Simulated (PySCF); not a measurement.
# The bond of BAs, level by level

One job finds the state of BAs, follows it along the bond with each method and fits the curves.

The runs use PySCF 2.14.0; B def2-TZVPPD, As def2-TZVPPD, no relativity.

## Step 1: The job

The job is set up so:

```yaml
atoms: B, As
charge: 0
basis: B def2-TZVPPD, As def2-TZVPPD
Hamiltonian: no relativity
basis_functions: 91
electrons_treated: 38
masses_in_u: 11.0093, 74.9216
levels: PBE0, PBE, r²SCAN, BP86, M06-2X, revPBE, TPSS, B97-3, ωB97X-V, HF, MP2, SCS-MP2, CCSD, CCSD(T)
grid: 80 radial by 434 angular points
occupations: held fixed by the projection of orbital angular momentum
dissociation_limit: B + As, each in its ground configuration
starting_distance_in_angstrom: 1.990
values_of_2S_to_try: 0, 2, 4
```

Command:

```bash
OMP_NUM_THREADS=2 python dia.py task.json out
```

After this run come: First curve: PBE0; Excited determinants; PBE; r²SCAN (meta-GGA); BP86; M06-2X; revPBE (GGA); TPSS (meta-GGA); B97-3; ωB97X-V (range-separated hybrid); ROHF (mean field); Adding correlation.

Before running it: what results should come out? Wanted: for each run, Re; ωe; De; μ.

The runs gave:

Lowest PBE0 solution found, without spin–orbit coupling: ³Π (triplet), unpaired electrons σ ↑, π ↑. State 2 has its PBE0 minimum 0.14 eV higher, as a spin-mixed determinant (⟨S²⟩ = 1.03), so this is no gap between pure states. State 3 has its PBE0 minimum 0.82 eV higher. State 4 has its PBE0 minimum 0.83 eV higher. The other levels ran on the lowest alone.

| level | Re (Å) | ωe (cm⁻¹) | De (eV) | μ (D) |
| --- | --- | --- | --- | --- |
| ROHF | 1.827 | 879 | 1.26 | -0.62 |
| ROHF-MP2 | 1.850 | 831 | 2.84 | n/a |
| ROHF-SCS-MP2 | 1.854 | 816 | 2.66 | n/a |
| ROHF-CCSD | 1.851 | 816 | 2.47 | n/a |
| ROHF-CCSD(T) | 1.864 | 790 | 2.73 | n/a |
| PBE | 1.863 | 790 | 3.45 | 0.31 |
| revPBE | 1.871 | 780 | 3.20 | 0.29 |
| BP86 | 1.866 | 783 | 3.42 | 0.27 |
| TPSS | 1.859 | 794 | 3.19 | 0.22 |
| r²SCAN | 1.847 | 825 | 3.33 | 0.01 |
| PBE0 | 1.845 | 825 | 3.14 | 0.10 |
| B97-3 | 1.851 | 814 | 3.07 | 0.13 |
| M06-2X | 1.841 | 840 | 2.98 | -0.10 |
| ωB97X-V | 1.838 | 840 | 3.00 | 0.02 |

De is counted to B + As in their ground configurations. A positive dipole means B(−)As(+).

Differences from CCSD(T) in the same basis:

| level | Re (mÅ) | ωe (%) |
| --- | --- | --- |
| ROHF | -37 | +11.2 |
| ROHF-MP2 | -15 | +5.2 |
| ROHF-SCS-MP2 | -11 | +3.3 |
| ROHF-CCSD | -13 | +3.2 |
| PBE | -1 | 0.0 |
| revPBE | +6 | -1.4 |
| BP86 | +1 | -1.0 |
| TPSS | -5 | +0.5 |
| r²SCAN | -17 | +4.4 |
| PBE0 | -19 | +4.4 |
| B97-3 | -14 | +3.0 |
| M06-2X | -23 | +6.2 |
| ωB97X-V | -27 | +6.3 |

Against CCSD(T) in the same basis, the bond length is nearest at PBE and BP86 (1 mÅ off) and farthest at ROHF (-37 mÅ); the wavenumber is nearest at PBE (0.0 %) and farthest at ROHF (+11.2 %). Hartree–Fock falls on the short and stiff side, its usual fault. Of the levels with a De here, ROHF gives the least (1.26 eV) and PBE the most (3.45 eV).

Correlated steps freeze 10 core orbitals.
